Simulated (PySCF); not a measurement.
# [TmH2]+: other functionals and bases at one geometry

The task here is to estimate one member of a computed series from the others.

Program: PySCF 2.14.0. Level of theory: several levels, as the steps say, no spin–orbit coupling. These are calculated values, not measurements.

1 further run of the same task is left out (for a known fault of the program).

## Where the work starts

3 atoms, charge 1, spin multiplicity 1.

Bond lengths: Tm1–H2 1.881 Å, Tm1–H3 1.881 Å. Angles: H2–Tm1–H3 104.5°.

Geometry (Å):

```
atom    x (Å)   y (Å)    z (Å)
 Tm1   0.0000  0.0000  -0.1921
  H2   1.4874  0.0000   0.9587
  H3  -1.4874  0.0000   0.9587
```

Formal oxidation states: Tm +3. Each metal's 12 4f electrons lie in its core potential, so multiplicities, spins and levels count the valence alone. An earlier session relaxed this geometry at PBE0, Tm lcecp-1-SVP with ECP58, H def2-SVP (singlet, point group C2v).

At PBE0 on the finer grid: E = -39.682944 Eh, HOMO -12.90 eV, LUMO -7.98 eV, Mulliken charge on Tm1 +1.16 e, largest force component 0.001 eV/Å. 

Levels to run: wB97X; TPSSh; PBE0, TZVP. Hardware: 2 threads of Arm Neoverse V1, shared host.

Set-up of the first run:

Input file run.py (the lines that set the calculation):

```python
mol = gto.M(atom='''
Tm     0.00000     0.00000    -0.19210
H      1.48739     0.00000     0.95872
H     -1.48739     0.00000     0.95872''',
    basis={'Tm': 'lcecp-1-SVP', 'H': 'def2-SVP'},
    ecp={'Tm': 'lcecp-1-SVP'},
    charge=1, spin=0)
mf = dft.RKS(mol, xc='WB97X')
mf.grids.atom_grid = (75, 302)  # f atoms: unpruned, at least (60, 302)
mf = mf.density_fit()  # fitting sets: Tm AutoAux, H def2-universal-JKFIT
mf.conv_tol = 1e-08; mf.max_cycle = 55
mf.kernel(dm0)  # dm0: the density of the relaxed state
```

Launch:

```console
$ OMP_NUM_THREADS=2 python run.py
```

Steps of the session up to this table: wB97X; TPSSh; PBE0, TZVP.

One table of the session follows, with a row left open; its other results are not shown here.

| level | HOMO (eV) | gap (eV) | charge on Tm1 (e) | dipole (D) | largest force component (eV/Å) |
| --- | --- | --- | --- | --- | --- |
| PBE0 (relaxed here) | -12.90 | 4.92 | 1.16 | 4.32 | 0.00 |
| wB97X | -15.22 | 9.43 | 1.18 | 4.80 | 0.06 |
| TPSSh | ? | ? | ? | ? | ? |
| PBE0, TZVP | -12.90 | 4.94 | 1.21 | 4.39 | 0.07 |

Q: Estimate the row for TPSSh from the others.

**Answer.** HOMO (eV): -12.34; gap (eV): 4.04; charge on Tm1 (e): 1.22; dipole (D): 4.39; largest force component (eV/Å): 0.04. In the column «HOMO (eV)» it is the highest.

The dipole of a charged species depends on the origin, so these sizes hold for this origin alone.

In one basis the HOMO–LUMO gap runs from 4.04 eV (TPSSh) to 9.43 eV (wB97X). The largest leftover force, 0.07 eV/Å with PBE0, TZVP, stands at a geometry relaxed at another level. With 4f in the core, its levels are missing from HOMO and gap, and its count is fixed, so no charge can pass from the ligands into it. Total energies of different levels can't be compared.
